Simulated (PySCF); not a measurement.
# C₁₃H₁₂Se: NMR shieldings, part 1 of 2

What do calculations give for the NMR shieldings of C₁₃H₁₂Se (`Cc1ccc([Se]c2ccccc2)cc1`)?

Programs: PySCF 2.14.0, with routines of our own; each step states its level. All values are computed. Atoms count from 0.

### 1 The system as given

26 atoms, charge 0, multiplicity 1; geometry from: GFN2-xTB.

### 2 NMR shieldings: PBE/pcSseg-1 Se:us-x2c-TZVPall-2c (PBE), spin–orbit

What the job is given:

```
{"job": {"kind": "hnmr", "xc": "PBE", "basis": {"default": "pcSseg-1", "Se": "us-x2c-TZVPall-2c"}, "rel": "so"}, "charge": 0, "multiplicity": 1}
C     -4.373458     1.067887     0.567305
C     -3.120974     0.420974     0.061050
C     -2.093882     0.099765     0.943958
C     -0.934231    -0.503332     0.500312
C     -0.775884    -0.775394    -0.852179
Se     0.803205    -1.654665    -1.514945
C      2.172867    -0.797403    -0.471226
C      2.048103     0.515139    -0.037870
C      3.075124     1.095978     0.683070
C      4.231763     0.383387     0.954606
C      4.361735    -0.918863     0.500849
C      3.334773    -1.512607    -0.209092
C     -1.793904    -0.470047    -1.743656
C     -2.956971     0.121098    -1.284526
H     -5.041197     1.318782    -0.252560
H     -4.897246     0.396463     1.247159
H     -4.135971     1.977911     1.116179
H     -2.209373     0.319801     1.996100
H     -0.149104    -0.756392     1.199511
H      1.153354     1.078786    -0.262233
H      2.973426     2.115341     1.026226
H      5.031220     0.843481     1.515791
H      5.264031    -1.477187     0.703233
H      3.427047    -2.530404    -0.563489
H     -1.671021    -0.693712    -2.794496
H     -3.744477     0.357827    -1.985956
```

Level: PBE/pcSseg-1 Se:us-x2c-TZVPall-2c GIAO NMR shielding, X2C with spin-orbit coupling, screened-nuclear two-electron part, Gaussian nuclei, gas phase.

Launch:

```sh
OMP_NUM_THREADS=1 python heavy_run.py task.json out
```

One launch serves the whole session: the jobs run in the order shown.

Standard output:

```text
spin-free SCF
coarse grid: 104336 points
cycle   1  E = -2931.5134088798  dE =  1.911e+00  |g| = 7.655e-01  |ddm| = 5.453e+00
cycle   2  E = -2931.3287496766  dE =  1.847e-01  |g| = 1.126e+00  |ddm| = 1.962e+00
cycle   3  E = -2931.6444165091  dE = -3.157e-01  |g| = 2.033e-01  |ddm| = 1.441e+00
cycle   4  E = -2931.6560842643  dE = -1.167e-02  |g| = 1.005e-01  |ddm| = 4.080e-01
cycle   5  E = -2931.6584996118  dE = -2.415e-03  |g| = 4.252e-02  |ddm| = 1.378e-01
cycle   6  E = -2931.6589597593  dE = -4.601e-04  |g| = 1.406e-02  |ddm| = 4.842e-02
cycle   7  E = -2931.6589900789  dE = -3.032e-05  |g| = 5.681e-03  |ddm| = 1.653e-02
cycle   8  E = -2931.6589992315  dE = -9.153e-06  |g| = 1.436e-03  |ddm| = 7.605e-03
final grid: 223248 points
cycle   9  E = -2931.6589747492  dE =  3.337e-06  |g| = 3.663e-03  |ddm| = 7.127e-03
cycle  10  E = -2931.6589478737  dE =  2.688e-05  |g| = 1.012e-02  |ddm| = 1.495e-02
cycle  11  E = -2931.6589787766  dE = -3.090e-05  |g| = 3.990e-04  |ddm| = 1.095e-02
cycle  12  E = -2931.6589788127  dE = -3.609e-08  |g| = 2.219e-04  |ddm| = 7.416e-04
cycle  13  E = -2931.6589788255  dE = -1.283e-08  |g| = 3.259e-05  |ddm| = 2.315e-04
cycle  14  E = -2931.6589788257  dE = -2.301e-10  |g| = 5.402e-06  |ddm| = 3.029e-05
converged SCF energy = -2931.6589788257
two-component SCF
cycle   1  E = -2931.6045432817  dE = -2.932e+03  |FDS-SDF| = 8.059e+00
cycle   2  E = -2931.7216540311  dE = -1.171e-01  |FDS-SDF| = 7.462e-03
cycle   3  E = -2931.7216539723  dE =  5.880e-08  |FDS-SDF| = 1.823e-03
cycle   4  E = -2931.7216535296  dE =  4.427e-07  |FDS-SDF| = 1.941e-03
cycle   5  E = -2931.7216541260  dE = -5.964e-07  |FDS-SDF| = 6.388e-04
cycle   6  E = -2931.7216542432  dE = -1.172e-07  |FDS-SDF| = 9.736e-05
cycle   7  E = -2931.7216542457  dE = -2.418e-09  |FDS-SDF| = 2.850e-05
converged, E = -2931.7216542457

Field gradients (au) and densities at the nuclei (bohr^-3)
atom        Vxx        Vyy        Vzz        centre      nuclear mean
  0 C     -0.0207    -0.0408     0.0615        114.342        114.342
  1 C     -0.0964    -0.1987     0.2951        114.497        114.497
  2 C     -0.1019    -0.1692     0.2711        114.549        114.549
  3 C     -0.1233    -0.1612     0.2845        114.550        114.549
  4 C      0.1206     0.1577    -0.2783        114.530        114.530
  5 Se     1.2805     4.6232    -5.9037      35340.973      35317.054
  6 C      0.1100     0.1782    -0.2882        114.539        114.538
  7 C     -0.1170    -0.1546     0.2716        114.541        114.541
  8 C     -0.1226    -0.1814     0.3040        114.541        114.541
  9 C     -0.1148    -0.1689     0.2836        114.529        114.529
 10 C     -0.1221    -0.1797     0.3018        114.538        114.538
 11 C     -0.1062    -0.1521     0.2582        114.536        114.536
 12 C     -0.1148    -0.1590     0.2737        114.544        114.544
 13 C     -0.1023    -0.1689     0.2712        114.548        114.548
 14 H     -0.1532    -0.1627     0.3159          0.387          0.387
 15 H     -0.1534    -0.1587     0.3120          0.384          0.384
 16 H     -0.1534    -0.1597     0.3131          0.385          0.385
 17 H     -0.1521    -0.1730     0.3252          0.393          0.393
 18 H     -0.1507    -0.1700     0.3208          0.390          0.390
 19 H     -0.1502    -0.1705     0.3208          0.390          0.390
 20 H     -0.1544    -0.1728     0.3272          0.392          0.392
 21 H     -0.1546    -0.1746     0.3292          0.392          0.392
 22 H     -0.1545    -0.1731     0.3276          0.392          0.392
 23 H     -0.1501    -0.1727     0.3228          0.391          0.391
 24 H     -0.1511    -0.1720     0.3231          0.391          0.391
 25 H     -0.1520    -0.1740     0.3259          0.393          0.393
without picture change
  5 Se                          -6.0923                     53243.585

Core orbital energies (eV)
atom   shell        mean    spread
  5 Se 1s       -12490.968   0.000
  5 Se 2s        -1605.647   0.000
  5 Se 3s         -212.312   0.000
  5 Se 4s          -18.470   0.000
  5 Se 2p1/2     -1440.170   0.000
  5 Se 2p3/2     -1398.911   0.066
  5 Se 3p1/2      -155.785   0.000
  5 Se 3p3/2      -149.947   0.205
  5 Se 3d3/2       -52.613   0.225
  5 Se 3d5/2       -51.760   0.290

vertical triplet (scalar unrestricted SCF): 3.432 eV

Shielding tensors (ppm)
atom      isotropic    diamagn.    paramagn.     s11        s22        s33       span
  0 C       158.39      243.28      -84.90     136.74     151.60     186.83      50.10
  1 C        42.87      263.79     -220.92     -53.22       9.47     172.36     225.58
  2 C        49.32      254.49     -205.17     -52.20      42.85     157.32     209.52
  3 C        46.58      253.97     -207.38     -55.81      35.80     159.76     215.57
  4 C        44.86      255.92     -211.06     -40.98      26.41     149.15     190.13
  5 Se     1495.86     2880.10    -1384.23    1166.83    1467.42    1853.34     686.52
  6 C        38.79      254.38     -215.60     -46.56      17.85     145.06     191.62
  7 C        49.18      253.69     -204.50     -54.23      36.71     165.07     219.30
  8 C        50.23      252.32     -202.09     -57.14      39.57     168.24     225.38
  9 C        54.40      252.31     -197.91     -49.21      39.57     172.84     222.04
 10 C        50.95      252.51     -201.56     -54.54      38.83     168.55     223.09
 11 C        50.29      248.44     -198.15     -52.67      45.20     158.33     211.00
 12 C        47.97      251.41     -203.44     -53.85      43.96     153.80     207.65
 13 C        49.88      251.77     -201.89     -49.17      48.17     150.65     199.82
 14 H        29.62       26.93        2.69      25.03      29.09      34.73       9.70
 15 H        28.93       25.14        3.79      24.70      27.35      34.74      10.04
 16 H        29.01       27.52        1.48      24.38      28.05      34.60      10.22
 17 H        24.35       34.97      -10.63      20.86      23.13      29.05       8.19
 18 H        23.87       35.66      -11.78      19.43      21.05      31.15      11.72
 19 H        23.97       35.69      -11.72      18.75      21.68      31.47      12.72
 20 H        24.32       32.15       -7.83      21.01      24.06      27.88       6.87
 21 H        24.36       28.10       -3.74      21.44      25.15      26.49       5.05
 22 H        24.24       27.06       -2.83      21.14      24.76      26.80       5.66
 23 H        23.99       32.06       -8.07      19.60      22.40      29.96      10.36
 24 H        24.00       32.94       -8.94      19.50      22.74      29.76      10.26
 25 H        24.36       32.19       -7.83      21.13      24.01      27.94       6.81
```

Wall time 5.1 min (1 thread of Arm Neoverse V1, shared host); peak memory 2.1 GiB.

Key values:

```
                       quantity       value
energy from spin-orbit coupling  -0.0627 Eh
```

### 3 NMR shieldings: KT2/pcSseg-1 Se:us-x2c-TZVPall-2c (KT2), spin–orbit

The job, as its differences from that of step 2:

```diff
@@ -1,2 +1,2 @@
-{"job": {"kind": "hnmr", "xc": "PBE", "basis": {"default": "pcSseg-1", "Se": "us-x2c-TZVPall-2c"}, "rel": "so"}, "charge": 0, "multiplicity": 1}
+{"job": {"kind": "hnmr", "xc": "KT2", "basis": {"default": "pcSseg-1", "Se": "us-x2c-TZVPall-2c"}, "rel": "so"}, "charge": 0, "multiplicity": 1}
 C     -4.373458     1.067887     0.567305
```

With the program's defaults for keys left out, this is: KT2/pcSseg-1 Se:us-x2c-TZVPall-2c GIAO NMR shielding, X2C with spin-orbit coupling, screened-nuclear two-electron part, Gaussian nuclei, gas phase.

Standard output:

```text
spin-free SCF
coarse grid: 104336 points
cycle   1  E = -2951.3480279263  dE =  2.020e+00  |g| = 1.061e+00  |ddm| = 5.521e+00
cycle   2  E = -2951.2254740120  dE =  1.226e-01  |g| = 9.535e-01  |ddm| = 1.889e+00
cycle   3  E = -2951.4193605329  dE = -1.939e-01  |g| = 4.273e-01  |ddm| = 1.694e+00
cycle   4  E = -2951.4559010836  dE = -3.654e-02  |g| = 2.699e-01  |ddm| = 8.479e-01
cycle   5  E = -2951.4743004718  dE = -1.840e-02  |g| = 7.504e-02  |ddm| = 3.697e-01
cycle   6  E = -2951.4757858213  dE = -1.485e-03  |g| = 1.727e-02  |ddm| = 8.913e-02
cycle   7  E = -2951.4758335573  dE = -4.774e-05  |g| = 8.829e-03  |ddm| = 2.470e-02
cycle   8  E = -2951.4758540056  dE = -2.045e-05  |g| = 3.547e-03  |ddm| = 1.385e-02
cycle   9  E = -2951.4758576739  dE = -3.668e-06  |g| = 6.534e-04  |ddm| = 4.602e-03
final grid: 223248 points
cycle  10  E = -2951.4759062042  dE =  8.848e-08  |g| = 3.743e-03  |ddm| = 4.425e-03
cycle  11  E = -2951.4759044778  dE =  1.726e-06  |g| = 2.743e-03  |ddm| = 4.682e-03
cycle  12  E = -2951.4759040331  dE =  4.447e-07  |g| = 2.957e-03  |ddm| = 6.502e-03
cycle  13  E = -2951.4759065200  dE = -2.487e-06  |g| = 7.233e-04  |ddm| = 3.693e-03
cycle  14  E = -2951.4759066596  dE = -1.396e-07  |g| = 5.965e-05  |ddm| = 7.665e-04
cycle  15  E = -2951.4759066605  dE = -9.095e-10  |g| = 1.770e-05  |ddm| = 7.601e-05
converged SCF energy = -2951.4759066605
two-component SCF
cycle   1  E = -2951.4212272314  dE = -2.951e+03  |FDS-SDF| = 8.077e+00
cycle   2  E = -2951.5386050553  dE = -1.174e-01  |FDS-SDF| = 7.591e-03
cycle   3  E = -2951.5386050000  dE =  5.533e-08  |FDS-SDF| = 1.718e-03
cycle   4  E = -2951.5386045095  dE =  4.905e-07  |FDS-SDF| = 1.896e-03
cycle   5  E = -2951.5386051416  dE = -6.321e-07  |FDS-SDF| = 6.362e-04
cycle   6  E = -2951.5386052593  dE = -1.178e-07  |FDS-SDF| = 9.742e-05
cycle   7  E = -2951.5386052614  dE = -2.092e-09  |FDS-SDF| = 3.556e-05
converged, E = -2951.5386052614

Field gradients (au) and densities at the nuclei (bohr^-3)
atom        Vxx        Vyy        Vzz        centre      nuclear mean
  0 C     -0.0253    -0.0409     0.0662        114.892        114.892
  1 C     -0.1016    -0.1967     0.2983        115.055        115.055
  2 C     -0.1063    -0.1683     0.2746        115.100        115.100
  3 C     -0.1260    -0.1624     0.2885        115.102        115.102
  4 C      0.1216     0.1594    -0.2810        115.093        115.093
  5 Se     1.2572     4.4945    -5.7516      35702.252      35677.463
  6 C      0.1105     0.1803    -0.2908        115.101        115.101
  7 C     -0.1184    -0.1565     0.2749        115.094        115.093
  8 C     -0.1271    -0.1803     0.3074        115.092        115.092
  9 C     -0.1193    -0.1675     0.2869        115.081        115.081
 10 C     -0.1260    -0.1785     0.3046        115.090        115.090
 11 C     -0.1086    -0.1522     0.2608        115.088        115.088
 12 C     -0.1181    -0.1589     0.2771        115.096        115.096
 13 C     -0.1065    -0.1676     0.2740        115.098        115.098
 14 H     -0.1534    -0.1624     0.3158          0.393          0.393
 15 H     -0.1532    -0.1582     0.3114          0.390          0.390
 16 H     -0.1533    -0.1592     0.3125          0.391          0.391
 17 H     -0.1520    -0.1727     0.3247          0.398          0.398
 18 H     -0.1505    -0.1698     0.3203          0.394          0.394
 19 H     -0.1501    -0.1703     0.3203          0.394          0.394
 20 H     -0.1539    -0.1724     0.3263          0.397          0.397
 21 H     -0.1541    -0.1742     0.3283          0.398          0.398
 22 H     -0.1540    -0.1727     0.3267          0.397          0.397
 23 H     -0.1499    -0.1723     0.3222          0.396          0.396
 24 H     -0.1509    -0.1715     0.3224          0.396          0.396
 25 H     -0.1518    -0.1736     0.3255          0.398          0.398
without picture change
  5 Se                          -5.9365                     53850.843

Core orbital energies (eV)
atom   shell        mean    spread
  5 Se 1s       -12536.894   0.000
  5 Se 2s        -1614.869   0.000
  5 Se 3s         -215.463   0.000
  5 Se 4s          -18.602   0.000
  5 Se 2p1/2     -1447.174   0.000
  5 Se 2p3/2     -1405.746   0.059
  5 Se 3p1/2      -158.077   0.000
  5 Se 3p3/2      -152.225   0.197
  5 Se 3d3/2       -53.974   0.215
  5 Se 3d5/2       -53.113   0.277

Shielding tensors (ppm)
atom      isotropic    diamagn.    paramagn.     s11        s22        s33       span
  0 C       162.14      244.47      -82.33     141.13     155.45     189.83      48.70
  1 C        54.13      264.69     -210.56     -35.74      24.13     174.01     209.75
  2 C        60.35      255.36     -195.01     -35.75      57.12     159.69     195.44
  3 C        57.54      254.81     -197.27     -39.03      50.10     161.55     200.58
  4 C        56.91      256.94     -200.03     -24.92      42.88     152.76     177.68
  5 Se     1568.25     2886.79    -1318.53    1247.25    1542.36    1915.15     667.91
  6 C        51.10      255.28     -204.18     -30.34      34.83     148.81     179.16
  7 C        60.05      254.65     -194.60     -37.77      50.85     167.07     204.85
  8 C        61.24      253.02     -191.77     -40.18      53.80     170.11     210.29
  9 C        65.34      253.47     -188.14     -32.32      53.46     174.87     207.19
 10 C        62.02      253.59     -191.56     -37.44      53.18     170.32     207.76
 11 C        60.86      249.28     -188.42     -36.68      59.07     160.19     196.87
 12 C        58.63      252.43     -193.80     -37.52      57.74     155.65     193.16
 13 C        60.98      252.93     -191.95     -32.62      62.30     153.25     185.87
 14 H        29.66       26.83        2.83      25.06      29.02      34.91       9.85
 15 H        28.93       25.08        3.84      24.61      27.27      34.90      10.30
 16 H        29.01       27.76        1.26      24.29      27.99      34.77      10.47
 17 H        24.50       35.16      -10.66      20.84      23.83      28.82       7.98
 18 H        23.96       35.95      -11.99      19.50      21.49      30.90      11.39
 19 H        24.04       36.14      -12.10      18.83      22.04      31.25      12.42
 20 H        24.50       32.34       -7.84      21.01      24.77      27.71       6.70
 21 H        24.54       28.06       -3.51      21.47      25.88      26.29       4.82
 22 H        24.44       26.97       -2.53      21.19      25.44      26.68       5.49
 23 H        24.16       32.23       -8.07      19.58      23.10      29.78      10.20
 24 H        24.17       33.09       -8.91      19.48      23.47      29.57      10.09
 25 H        24.54       32.20       -7.66      21.19      24.74      27.69       6.50
```

Run time: 3.8 min. Hardware: 1 thread of Arm Neoverse V1, shared host; peak memory 2.1 GiB.

Key values:

```
                       quantity       value
energy from spin-orbit coupling  -0.0627 Eh
```

(Continued in part 2 of 2.)
